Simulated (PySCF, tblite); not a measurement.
# C₅H₁₂B₂O₂: geometry, infrared bands and NMR shifts

Wanted: the infrared bands and NMR shifts of C₅H₁₂B₂O₂ (`OB(O)B1CCCCC1`), by calculation.

The runs use tblite 0.8.0 and PySCF 2.14.0, with density-fitted response routines of our own; the level of theory stands in each step. All values are computed, except where a source is named. Atoms count from 0, in the outputs and in this text.

## (1) Starting geometry

21 atoms, charge 0, multiplicity 1; geometry from: force field or distance geometry start.

Bonds of the start (Å): O0–B1 1.46, B1–O2 1.48, B1–B3 1.66, B3–C4 1.61, C4–C5 1.54, C5–C6 1.54, C6–C7 1.54, C7–C8 1.53, C8–B3 1.59, O0–H9 0.99, O2–H10 0.98, C4–H11 1.11, C4–H12 1.11, C5–H13 1.11, C5–H14 1.11, C6–H15 1.13, C6–H16 1.11, C7–H17 1.10, C7–H18 1.11, C8–H19 1.12, C8–H20 1.11.

## (2) Optimising the geometry with GFN2-xTB

The job: settings as JSON, then the geometry in Å.

```
{"job": {"kind": "relax", "xc": "GFN2-xTB", "basis": "xTB"}, "charge": 0, "multiplicity": 1}
O      3.354500     0.712100    -0.346900
B      2.425500    -0.396900    -0.133200
O      2.972700    -1.744600     0.115400
B      0.782900    -0.145200    -0.173200
C     -0.201200    -1.304000     0.359600
C     -1.630400    -1.084600    -0.177400
C     -2.126400     0.350000     0.079700
C     -1.235500     1.384300    -0.630000
C      0.216400     1.336800    -0.139400
H      3.512600     1.082800     0.561700
H      3.064600    -1.802700     1.093600
H     -0.211300    -1.292300     1.464800
H      0.163600    -2.292500     0.023900
H     -2.304000    -1.804400     0.323200
H     -1.659400    -1.288300    -1.264500
H     -2.141400     0.553600     1.188600
H     -3.167300     0.441900    -0.290500
H     -1.655500     2.390700    -0.457300
H     -1.268900     1.196600    -1.725000
H      0.266400     1.723600     0.907700
H      0.833000     2.000000    -0.781400
```

The run is started by

```console
> OMP_NUM_THREADS=1 python probes_run.py task.json out
```

The driver reads the jobs from task.json and runs them one after another.

**Question.** This job is followed by: GFN2-xTB harmonic vibrations, gas phase; GIAO PBE0/pcSseg-1 NMR shielding, non-relativistic, gas phase. What will the session give for the following? strongest single infrared mode (GFN2-xTB); zero-point energy (GFN2-xTB); ¹³C shifts against TMS (PBE0/pcSseg-1, means over atoms taken as alike); ¹H shifts against TMS (PBE0/pcSseg-1, means over atoms taken as alike); ¹⁷O shifts against H2O (PBE0/pcSseg-1, means over atoms taken as alike); ¹¹B shifts against BF3·OEt2 (PBE0/pcSseg-1).

**Answer**, as computed:

```
                                                               quantity                       value
                              strongest single infrared mode (GFN2-xTB)       1184 cm⁻¹, 356 km/mol
                                           zero-point energy (GFN2-xTB)              109.2 kcal/mol
¹³C shifts against TMS (PBE0/pcSseg-1, means over atoms taken as alike)        35.4, 31.5, 28.4 ppm
 ¹H shifts against TMS (PBE0/pcSseg-1, means over atoms taken as alike)  3.51, 1.76, 1.66, 1.53 ppm
¹⁷O shifts against H2O (PBE0/pcSseg-1, means over atoms taken as alike)                   141.6 ppm
                            ¹¹B shifts against BF3·OEt2 (PBE0/pcSseg-1)              98.8, 24.4 ppm
```

Over 53 steps the energy fell by 1.683 eV; of the close pairs, B1–O2 changed most, 1.476 to 1.364 Å. The lowest mode is imaginary (39i cm⁻¹), so the xTB geometry is not a minimum. The strongest single mode, at 1184 cm⁻¹, moves mainly B1. GFN2-xTB is a fitted tight-binding method: band positions and strengths are rough. Its intensities can rank the bands wrongly. At PBE0/pcSseg-1: The largest span, 207 ppm, is at B3, where the paramagnetic term is -187 ppm.
